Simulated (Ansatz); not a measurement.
**N2H3 (hydrazinyl radical): UHSE06/STO-3G**

Aim: the electronic atomisation energy of N2H3 (hydrazinyl radical) at UHSE06/STO-3G, from 3 runs. 

The calculation is run with Ansatz 0.2.0.

30 further runs of the same task are left out: 30 set aside as unsound or not needed.

### 1 The system as given

The species is N2H3 (5 atoms), meant as a doublet with charge 0. SMILES: `[NH]N`. The coordinates come from a PBE0-D4/def2-TZVP relaxation. This is one conformer, not always the lowest.

Bond lengths: N1–N2 1.338 Å, N1–H3 1.021 Å, N2–H4 1.008 Å, N2–H5 1.012 Å. Angles: N1–N2–H4 113.9°, N1–N2–H5 120.9°, N2–N1–H3 106.1°, H4–N2–H5 114.6°.

### 2 The energy at UHSE06/STO-3G

Contents of in.yaml:

```yaml
crystal:
  periodic: [false, false, false]
  atoms:
    - {symbol: N, position_ang: [-0.187600, -0.818050, 0.454040]}
    - {symbol: N, position_ang: [-0.128660, 0.235610, -0.368450]}
    - {symbol: H, position_ang: [0.759840, -0.951450, 0.811270]}
    - {symbol: H, position_ang: [-1.030950, 0.592300, -0.640030]}
    - {symbol: H, position_ang: [0.587360, 0.941580, -0.256830]}
basis:
  gaussian:
    orbitals: STO-3G
hamiltonian:
  xc: {name: HSE06}
magnetization:
  spin_polarized: true
  initial_magnetization: 1
accuracy: high
```

Started as:

```bash
$ ansatz run in.yaml --threads 1 --pin off --max-ram 3480MiB --events-out events.jsonl --progress --plain --runs-dir runs
```

Standard output:

```text
Warning: RAYON_NUM_THREADS=1 ignored (pool sized by the plan → 1); use --threads N
Functional definition: HSE06
  name "HSE06"
  parameter a = 0.25
  parameter omega = 0.11/bohr
  exchange = pbe_x - a*pbe_x_sr(omega) + a*exact_x_sr(omega)
  correlation = pbe_c
209 factors; integrals over basis functions are off by at most 1.2e-8 eV
50 factors; integrals over basis functions are off by at most 3.1e-10 eV
mean field evaluation 1: about -2982.2153 eV, gradient 1.1e1 eV
mean field evaluation 2: about -2982.2851 eV, gradient 1.2e1 eV
mean field evaluation 4: about -2983.1539 eV, gradient 6.1e-1 eV
mean field evaluation 8: about -2983.1580 eV, gradient 4.4e-3 eV
mean field evaluation 16: about -2983.1580 eV, gradient 7.1e-8 eV
mean field -2983.15796866 eV, -109.6290332911 hartree, gradient 7.1e-8 eV, S^2 0.751425; 0 other end points of the search recorded, 0 dependent functions left out
reference -2983.15797038 eV, -109.6290333543 hartree; 9, 8 occupied and 4, 5 virtual orbitals, 209 factors
Total energy: -2983.15797038 eV, -109.6290333543 hartree
```

Wall time 1.6 s (1 thread of Arm Neoverse V1, shared host); peak memory 0.11 GiB.

### 3 The H atom at the same level

Contents of run.yaml:

```yaml
basis:
  gaussian: {orbitals: STO-3G}
crystal:
  periodic: [false, false, false]
  atoms:
    - {symbol: H, position_ang: [0.000000, 0.000000, 0.000000]}
magnetization: {spin_polarized: true, initial_magnetization: 1}
hamiltonian: {xc: {name: HSE06}}
accuracy: high
```

Run the same way, it converges to -0.46620 Eh (log not shown).

### 4 The N atom

Contents of molecule.yaml:

```yaml
basis:
  gaussian:
    orbitals: STO-3G
crystal:
  periodic: [false, false, false]
  atoms:
    - {symbol: "N", position_ang: [0.000000, 0.000000, 0.000000]}
total_charge: 0
magnetization:
  spin_polarized: true
  initial_magnetization: 3
hamiltonian:
  xc: hse06
accuracy: high
```

Started as:

```bash
$ ansatz run molecule.yaml --threads 1 --pin off --max-ram 3480MiB --events-out events.jsonl --progress --plain --runs-dir runs
```

Standard output, cut to the lines that bear on the results:

```text
Warning: RAYON_NUM_THREADS=1 ignored (pool sized by the plan → 1); use --threads N
[... 6 set-up lines as earlier in the session ...]
15 factors; integrals over basis functions are off by at most 1.1e-9 eV
13 factors; integrals over basis functions are off by at most 2.7e-10 eV
mean field evaluation 1: about -1464.9565 eV, gradient 5.6e-10 eV
mean field evaluation 2: about -1464.9563 eV, gradient 1.4e-9 eV
mean field -1464.95630955 eV, -53.8361513930 hartree, gradient 0.0e0 eV, S^2 3.750000; 0 other end points of the search recorded, 0 dependent functions left out
reference -1464.95631042 eV, -53.8361514248 hartree; 5, 2 occupied and 0, 3 virtual orbitals, 15 factors
Total energy: -1464.95631042 eV, -53.8361514248 hartree
```

Run time: 0.26 s. Hardware: 1 thread of Arm Neoverse V1, shared host.

### 5 What came out

At UHSE06/STO-3G:

```
                     quantity          value
       molecule: total energy  -109.62903 Eh
               molecule: ⟨S²⟩          0.751
         H atom: total energy    -0.46620 Eh
                 H atom: ⟨S²⟩          0.750
         N atom: total energy   -53.83615 Eh
                 N atom: ⟨S²⟩          3.750
electronic atomisation energy      15.187 eV
```

In words: Taking the molecule apart into free atoms costs 15.19 eV (350 kcal/mol), before zero-point energy and without spin-orbit coupling. In a minimal basis such a difference can be off by several eV, whatever the method.
